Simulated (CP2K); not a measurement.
NiMoIrPdW:

```
Ni Mo Pd Ir W
1.0
     2.74701    0.00000    0.00000
     1.25532    2.44341    0.00000
    -1.84681   -1.12747   10.93218
Ni Mo Pd Ir W
1 1 1 1 1
Cartesian
  1.4494 0.8849 3.2277
  -0.4128 -0.2520 9.9709
  0.0838 0.0512 5.3634
  2.8015 1.7103 1.1809
  1.4667 0.8954 7.5876
```

The cell was built by a generator and needn't be a form met in nature.

Base run:

```yaml
Program: CP2K 2026.2
Functional: LDA
Potentials_or_basis: GTH_POTENTIALS Ni GTH-PBE-q18, Pd GTH-PBE-q18, Ir GTH-PBE-q17, W GTH-PBE-q14; POTENTIAL_UZH Mo GTH-PBE-q14; TZVP-MOLOPT-SR-GTH, TZVP-MOLOPT-PBE-GTH basis
Density_cutoff: 13606 eV
k_mesh: 11 × 11 × 3
Occupations: fermi-dirac, width 0.05 eV
Spin: collinear spin, ferromagnetic start
Starting_moments: "[1.0, 1.0, 0.0, 0.6, 0.0] μB"
```

Its results: band gap on the k mesh none (metal or under the smearing width); pressure -13.3 GPa; net moment 0.00 μB per cell.

The run is repeated on the same cell with these changes: functional from LDA to RPBE. What comes out?

Band gap on the k mesh none (metal or under the smearing width); pressure 3.6 GPa; net moment 0.00 μB per cell.

RPBE binds less tightly than LDA, so the same cell stands under more pressure.

Caveats: the potentials were made for another functional, which shifts forces and pressure; the basis of atomic orbitals isn't converged, which shifts pressures, moduli and gaps.

Not every run made on this cell is shown here.
